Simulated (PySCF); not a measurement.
**C6H12BBrO: NMR shifts in solvents**

Aim: compute the NMR shifts of C6H12BBrO (`COB(Br)[C@H]1C[C@H](C)C1`), and see what a dielectric continuum does where one was used.

The runs use PySCF 2.14.0, with density-fitted response routines of our own; the level of theory stands in each step. All values are computed, except where a source is named. Atoms count from 0, in the outputs and in this text.

### 1 The starting structure

21 atoms, charge 0, multiplicity 1; geometry from: GFN2-xTB. The atoms were then displaced at random by about 0.01 Å, so the start is not that level's minimum.

Bonds of the start (Å): C0–O1 1.43, O1–B2 1.32, B2–Br3 1.94, B2–C4 1.57, C4–C5 1.56, C5–C6 1.53, C6–C7 1.51, C6–C8 1.52, C8–C4 1.53, C0–H9 1.06, C0–H10 1.10, C0–H11 1.10, C4–H12 1.09, C5–H13 1.08, C5–H14 1.09, C6–H15 1.10, C7–H16 1.09, C7–H17 1.10, C7–H18 1.09, C8–H19 1.10, C8–H20 1.11.

### 2 Geometry optimisation at PBE0-D3(BJ)/def2-SVP

Job settings and geometry (Å):

```
{"job": {"xc": "PBE0", "basis": "def2-SVP", "d3": "d3bj", "grid": 1, "shake": 0.01, "kind": "geom"}, "charge": 0, "multiplicity": 1}
C      3.710980     0.527740    -0.019970
O      2.310280     0.410130     0.245550
B      1.532920    -0.656440     0.176730
Br     2.293000    -2.358900    -0.360180
C      0.006390    -0.580290     0.515040
C     -0.652340     0.814400     0.720820
C     -1.743690     0.429250    -0.280220
C     -3.093190     0.168170     0.346050
C     -0.974990    -0.838560    -0.627230
H      4.138240    -0.392150    -0.336880
H      3.801320     1.300920    -0.798890
H      4.189910     0.901230     0.892100
H     -0.257170    -1.228430     1.352930
H     -0.031190     1.630600     0.393600
H     -0.995680     1.012140     1.733860
H     -1.869890     1.150830    -1.098660
H     -3.009910    -0.528930     1.173830
H     -3.801030    -0.254560    -0.377110
H     -3.543810     1.077580     0.734750
H     -1.561830    -1.765270    -0.570370
H     -0.519500    -0.797180    -1.638040
```

Command:

```sh
$ OMP_NUM_THREADS=1 python probes_run.py task.json out
```

This one command runs all jobs of the session in turn.

What it wrote:

```text
step   0  E = -2908.92227331  max force = 0.029228
step   1  E = -2908.92674793  max force = 0.009707
step   2  E = -2908.92697148  max force = 0.001357
step   3  E = -2908.92698551  max force = 0.001981
step   4  E = -2908.92701203  max force = 0.001263
step   5  E = -2908.92702186  max force = 0.000405
optimisation converged
```

Wall time 4 min (1 thread of Arm Neoverse N1, shared host); peak memory 0.9 GiB.

The steps of the relaxation:

| step | energy from step 0 (eV) | largest force component (eV/Å) |
| --- | --- | --- |
| 0 | 0.0000 | 1.5030 |
| 1 | -0.1218 | 0.4992 |
| 2 | -0.1278 | 0.0698 |
| 3 | -0.1282 | 0.1019 |
| 4 | -0.1289 | 0.0649 |
| 5 | -0.1292 | 0.0208 |

Distances of close pairs at the start and the end, largest changes first:

| bond | before (Å) | after (Å) | change (Å) |
| --- | --- | --- | --- |
| C0–H9 | 1.063 | 1.100 | +0.037 |
| C4–C8 | 1.528 | 1.556 | +0.028 |
| C0–O1 | 1.430 | 1.406 | -0.024 |
| C6–C8 | 1.523 | 1.547 | +0.024 |
| C5–H13 | 1.077 | 1.100 | +0.023 |
| C7–H16 | 1.085 | 1.103 | +0.017 |
| C5–C6 | 1.530 | 1.547 | +0.016 |
| B2–Br3 | 1.940 | 1.956 | +0.016 |

The final coordinates are the input of the step that follows.

| at the end point | value |
| --- | --- |
| point group (found at 0.08 Å tolerance) | C1 |
| rotational constants (GHz, main isotopes) | 1.873, 0.586, 0.468 |
| dipole moment (D) | 1.51 |

### 3 Shielding tensors: PBE0/pcSseg-1 in chloroform

Job settings and geometry (Å):

```
{"job": {"kind": "nmr", "xc": "PBE0", "basis": "pcSseg-1", "solvent": "chloroform", "pop": true}, "charge": 0, "multiplicity": 1}
C      3.700442     0.441834     0.287261
O      2.305151     0.374171     0.446804
B      1.496794    -0.680017     0.298842
Br     2.210871    -2.423607    -0.226482
C     -0.046719    -0.550003     0.491964
C     -0.682099     0.852297     0.634104
C     -1.756368     0.466560    -0.409452
C     -3.125137     0.178424     0.174803
C     -0.935279    -0.796375    -0.761677
H      4.114857    -0.503198    -0.093934
H      3.934433     1.255777    -0.414289
H      4.161006     0.675061     1.258834
H     -0.354074    -1.224579     1.309570
H     -0.010773     1.655704     0.296890
H     -1.058220     1.119029     1.634094
H     -1.852369     1.182642    -1.241879
H     -3.056038    -0.537825     1.010623
H     -3.799945    -0.255512    -0.580138
H     -3.595357     1.096452     0.561750
H     -1.488882    -1.747372    -0.785152
H     -0.384382    -0.705068    -1.710381
```

With the program's defaults for keys left out, this is: GIAO PBE0/pcSseg-1 NMR shielding, non-relativistic, IEF-PCM chloroform.

What it wrote:

```text
coarse grid: 78440 points
cycle   1  E = -2909.0586837742  dE = -1.966e-01  |g| = 9.143e-01  |ddm| = 4.063e+00
cycle   2  E = -2908.9732002580  dE =  8.548e-02  |g| = 9.887e-01  |ddm| = 1.094e+00
cycle   3  E = -2909.1343546326  dE = -1.612e-01  |g| = 2.743e-01  |ddm| = 8.187e-01
cycle   4  E = -2909.1467946835  dE = -1.244e-02  |g| = 5.774e-02  |ddm| = 1.745e-01
cycle   5  E = -2909.1474258729  dE = -6.312e-04  |g| = 1.637e-02  |ddm| = 5.730e-02
cycle   6  E = -2909.1474873208  dE = -6.145e-05  |g| = 2.981e-03  |ddm| = 1.659e-02
cycle   7  E = -2909.1474890661  dE = -1.745e-06  |g| = 9.035e-04  |ddm| = 2.925e-03
final grid: 167208 points
cycle   8  E = -2909.1475192471  dE = -2.584e-08  |g| = 1.041e-03  |ddm| = 3.087e-03
cycle   9  E = -2909.1475191426  dE =  1.045e-07  |g| = 1.238e-03  |ddm| = 1.707e-03
cycle  10  E = -2909.1475195059  dE = -3.633e-07  |g| = 8.169e-05  |ddm| = 9.343e-04
cycle  11  E = -2909.1475195073  dE = -1.422e-09  |g| = 1.275e-05  |ddm| = 7.206e-05
cycle  12  E = -2909.1475195073  dE = -2.365e-11  |g| = 6.589e-06  |ddm| = 1.472e-05
converged SCF energy = -2909.1475195073

GIAO shielding tensors (ppm)
atom      isotropic    diamagn.    paramagn.     s11        s22        s33       span
  0 C      127.554     238.689    -111.135     99.089    102.435    181.138     82.050
  1 O      161.198     398.343    -237.145    -29.000    174.452    338.141    367.141
  2 B       55.496     195.503    -140.007     28.119     64.470     73.900     45.781
  3 Br    2495.278    3126.680    -631.402   1985.963   2737.250   2762.621    776.658
  4 C      159.959     254.001     -94.042    142.488    157.567    179.823     37.334
  5 C      155.460     249.139     -93.678    135.704    154.260    176.416     40.712
  6 C      156.981     251.639     -94.658    149.153    155.432    166.357     17.204
  7 C      161.633     246.003     -84.370    144.543    157.893    182.462     37.919
  8 C      152.496     250.403     -97.907    130.298    147.562    179.627     49.329
  9 H       26.601      26.517       0.084     21.011     27.086     31.705     10.693
 10 H       27.310      26.463       0.847     23.103     25.063     33.764     10.661
 11 H       27.380      25.229       2.151     23.354     24.680     34.105     10.752
 12 H       28.994      32.647      -3.653     24.832     30.309     31.841      7.009
 13 H       28.890      32.959      -4.068     24.562     29.291     32.819      8.257
 14 H       29.945      32.337      -2.392     26.024     28.196     35.614      9.590
 15 H       29.275      32.405      -3.131     24.110     28.759     34.955     10.845
 16 H       30.019      29.936       0.084     26.215     29.673     34.170      7.955
 17 H       30.156      27.872       2.284     25.907     27.415     37.146     11.239
 18 H       30.156      28.006       2.151     25.718     27.450     37.302     11.584
 19 H       29.602      32.287      -2.685     25.371     29.196     34.239      8.868
 20 H       29.180      32.575      -3.396     25.439     29.963     32.137      6.697
```

It took 93 s on 1 thread of Arm Neoverse N1, shared host; peak memory 1.3 GiB.

Shifts follow as δ = σ(reference) − σ, with reference shieldings (ppm) from runs at the same level and on the same kind of geometry: 1H TMS 31.25, 13C TMS 185.2, 17O H2O 341.0, 11B BF3·OEt2 101.2. The references are single molecules in the same continuum, so shifts against H2O, NH3, PH3, H3PO4 or CFCl3 are not on the usual liquid scales and can be off by tens of ppm. Atoms listed in one row are averaged.

| atoms | environment | σ (ppm) | δ (ppm) |
| --- | --- | --- | --- |
| C0 | methyl carbon bonded to O | 127.6 | 57.6 |
| C5, C8 | sp3 CH2 in a ring | 154.0 | 31.2 |
| C6 | sp3 CH in a ring | 157.0 | 28.2 |
| C4 | sp3 CH bonded to B | 160.0 | 25.2 |
| C7 | methyl carbon | 161.6 | 23.5 |
| H9, H10, H11 | hydrogen on a methyl carbon bonded to O | 27.10 | 4.15 |
| H12 | hydrogen on an sp3 CH bonded to B | 28.99 | 2.25 |
| H13, H20 | hydrogen on an sp3 CH2 in a ring | 29.04 | 2.21 |
| H15 | hydrogen on an sp3 CH in a ring | 29.27 | 1.97 |
| H14, H19 | hydrogen on an sp3 CH2 in a ring | 29.77 | 1.47 |
| H16, H17, H18 | hydrogen on a methyl carbon | 30.11 | 1.14 |
| O1 | oxygen bonded to C, B | 161.2 | 179.8 |
| B2 | boron bonded to C, Br, O | 55.5 | 45.7 |
| Br3 | bromine bonded to B | 2495 | – |

Charges from the same density, by scheme (e):

| atoms | Mulliken | IAO | Hirshfeld | ESP fit |
| --- | --- | --- | --- | --- |
| C0 | -0.04 | -0.20 | -0.03 | -0.18 |
| O1 | -0.47 | -0.35 | -0.15 | -0.22 |
| B2 | 0.67 | 0.29 | 0.20 | 0.28 |
| Br3 | -0.36 | -0.13 | -0.11 | -0.21 |
| C4 | -0.45 | -0.27 | -0.11 | 0.16 |
| C5, C8 | -0.13 | -0.25 | -0.07 | -0.60 |
| C6 | -0.36 | -0.10 | -0.02 | 0.77 |
| C7 | -0.22 | -0.41 | -0.12 | -0.77 |

Mayer bond orders: C0–O1 0.86, O1–B2 1.29, B2–Br3 0.92, B2–C4 0.95, C4–C5 1.02, C5–C6 1.01, C6–C7 1.02, C6–C8 1.01, C8–C4 1.01.

Ring of atoms C4, C5, C6, C8: NICS(0) -1.2, NICS(1) -0.5, NICS(1)zz 4.6 ppm (means of both faces).

### 4 Nuclear shieldings: PBE0/pcSseg-1 in cyclohexane

Same as in step 3 but for these lines:

```diff
@@ -1,2 +1,2 @@
-{"job": {"kind": "nmr", "xc": "PBE0", "basis": "pcSseg-1", "solvent": "chloroform", "pop": true}, "charge": 0, "multiplicity": 1}
+{"job": {"kind": "nmr", "xc": "PBE0", "basis": "pcSseg-1", "solvent": "cyclohexane", "pop": false}, "charge": 0, "multiplicity": 1}
 C      3.700442     0.441834     0.287261
```

With the program's defaults for keys left out, this is: GIAO PBE0/pcSseg-1 NMR shielding, non-relativistic, IEF-PCM cyclohexane.

What it wrote:

```text
coarse grid: 78440 points
cycle   1  E = -2909.0564246960  dE = -1.946e-01  |g| = 9.162e-01  |ddm| = 4.064e+00
cycle   2  E = -2908.9667998499  dE =  8.962e-02  |g| = 1.000e+00  |ddm| = 1.111e+00
cycle   3  E = -2909.1323890840  dE = -1.656e-01  |g| = 2.786e-01  |ddm| = 8.405e-01
cycle   4  E = -2909.1453608204  dE = -1.297e-02  |g| = 5.851e-02  |ddm| = 1.829e-01
cycle   5  E = -2909.1460155208  dE = -6.547e-04  |g| = 1.719e-02  |ddm| = 5.925e-02
cycle   6  E = -2909.1460830389  dE = -6.752e-05  |g| = 3.117e-03  |ddm| = 1.771e-02
cycle   7  E = -2909.1460849812  dE = -1.942e-06  |g| = 9.649e-04  |ddm| = 3.133e-03
final grid: 167208 points
cycle   8  E = -2909.1461151864  dE = -1.005e-08  |g| = 1.120e-03  |ddm| = 3.169e-03
cycle   9  E = -2909.1461150540  dE =  1.324e-07  |g| = 1.346e-03  |ddm| = 1.925e-03
cycle  10  E = -2909.1461154872  dE = -4.332e-07  |g| = 9.089e-05  |ddm| = 1.064e-03
cycle  11  E = -2909.1461154890  dE = -1.797e-09  |g| = 1.260e-05  |ddm| = 8.078e-05
cycle  12  E = -2909.1461154890  dE = -1.637e-11  |g| = 7.111e-06  |ddm| = 1.556e-05
converged SCF energy = -2909.1461154890

GIAO shielding tensors (ppm)
atom      isotropic    diamagn.    paramagn.     s11        s22        s33       span
  0 C      127.733     238.642    -110.909     99.521    102.776    180.901     81.380
  1 O      161.806     398.207    -236.401    -28.741    176.502    337.657    366.398
  2 B       55.368     195.463    -140.095     28.387     63.603     74.114     45.727
  3 Br    2487.000    3126.555    -639.555   1970.815   2731.717   2758.469    787.654
  4 C      159.849     253.918     -94.070    142.394    157.453    179.699     37.304
  5 C      155.334     248.981     -93.647    135.501    154.221    176.281     40.781
  6 C      156.913     251.748     -94.835    149.045    155.491    166.203     17.158
  7 C      161.389     245.891     -84.502    144.329    157.629    182.210     37.881
  8 C      152.248     250.221     -97.972    130.124    147.263    179.357     49.233
  9 H       26.591      26.555       0.036     21.006     27.105     31.662     10.656
 10 H       27.383      26.571       0.811     23.170     25.158     33.822     10.652
 11 H       27.448      25.329       2.119     23.414     24.769     34.161     10.748
 12 H       29.035      32.692      -3.657     24.881     30.346     31.877      6.997
 13 H       28.868      32.904      -4.035     24.531     29.267     32.807      8.276
 14 H       29.966      32.345      -2.379     26.051     28.220     35.628      9.577
 15 H       29.302      32.434      -3.132     24.145     28.787     34.973     10.828
 16 H       30.045      29.946       0.099     26.257     29.692     34.185      7.928
 17 H       30.162      27.879       2.283     25.924     27.424     37.138     11.214
 18 H       30.164      28.013       2.151     25.737     27.462     37.292     11.555
 19 H       29.596      32.277      -2.681     25.375     29.189     34.225      8.850
 20 H       29.198      32.572      -3.374     25.459     29.988     32.148      6.689
```

Wall time 86 s (1 thread of Arm Neoverse N1, shared host); peak memory 1.3 GiB.

In short: δ C0 57.1, C5 31.0, C6 27.9, C4 25.0, H9 4.12, H13 2.22 ppm (means over like atoms).

### 5 Comparing the runs: NMR shifts

Shifts (ppm) of some atoms, chosen among heavy atoms and hydrogens apart, means over like atoms, with basis size and wall time:

| run | C0 | C5 | C6 | C4 | H9 | H12 | O1 | functions | time |
| --- | --- | --- | --- | --- | --- | --- | --- | --- | --- |
| PBE0/pcSseg-1 in chloroform | 57.6 | 31.2 | 28.2 | 25.2 | 4.15 | 2.25 | 179.8 | 237 | 93 s |
| PBE0/pcSseg-1 in cyclohexane | 57.1 | 31.0 | 27.9 | 25.0 | 4.12 | 2.22 | 176.5 | 237 | 86 s |

The continuum's effect on the ground state:

| solvent | ε | polarisation energy (Eh) | μ (D) |
| --- | --- | --- | --- |
| cyclohexane | 2.02 | -0.0019 | 1.69 |
| chloroform | 4.71 | -0.0034 | 1.80 |

### 6 What came out

```
                                                                           quantity                                   value
                                                                        point group                                      C1
                                               rotational constants (main isotopes)                    1.87, 0.59, 0.47 GHz
13C shifts against TMS (PBE0/pcSseg-1, chloroform, means over atoms taken as alike)        57.6, 31.2, 28.2, 25.2, 23.5 ppm
 1H shifts against TMS (PBE0/pcSseg-1, chloroform, means over atoms taken as alike)  4.15, 2.25, 2.21, 1.97, 1.47, 1.14 ppm
                                 17O shifts against H2O (PBE0/pcSseg-1, chloroform)                               179.8 ppm
                            11B shifts against BF3·OEt2 (PBE0/pcSseg-1, chloroform)                                45.7 ppm
                                       shieldings of Br (PBE0/pcSseg-1, chloroform)                          Br3 2495.3 ppm
                                                           range of the shift of O1                      176.5 to 179.8 ppm
```

**Reading.** The optimisation took 5 steps and gained 0.129 eV; among the close pairs (by a distance rule), C0–H9 changed most, from 1.063 to 1.100 Å. The most deshielded carbon is C0 (methyl carbon bonded to O), at 57.6 ppm: deshielded by the electronegative neighbour. The most deshielded hydrogen is H9, H10, H11 (mean) (hydrogen on a methyl carbon bonded to O), at 4.15 ppm: its carbon carries O, which withdraws density. At PBE0/pcSseg-1: Shielding is most anisotropic at Br3 (span 777 ppm, paramagnetic term -631 ppm). Among the atoms with a shift in every run: In ppm, O1 moves most: its shift spreads over 3.3 ppm, from 176.5 (PBE0/pcSseg-1 in cyclohexane) to 179.8 (PBE0/pcSseg-1 in chloroform). Most of that comes from the computed reference, not from the atom's own shielding. The continuum holds electrostatics alone: no hydrogen bonds to the solvent, and the gas-phase geometry is kept. Spin-orbit coupling is left out, which matters for shieldings and couplings at and beside the heavy atoms.
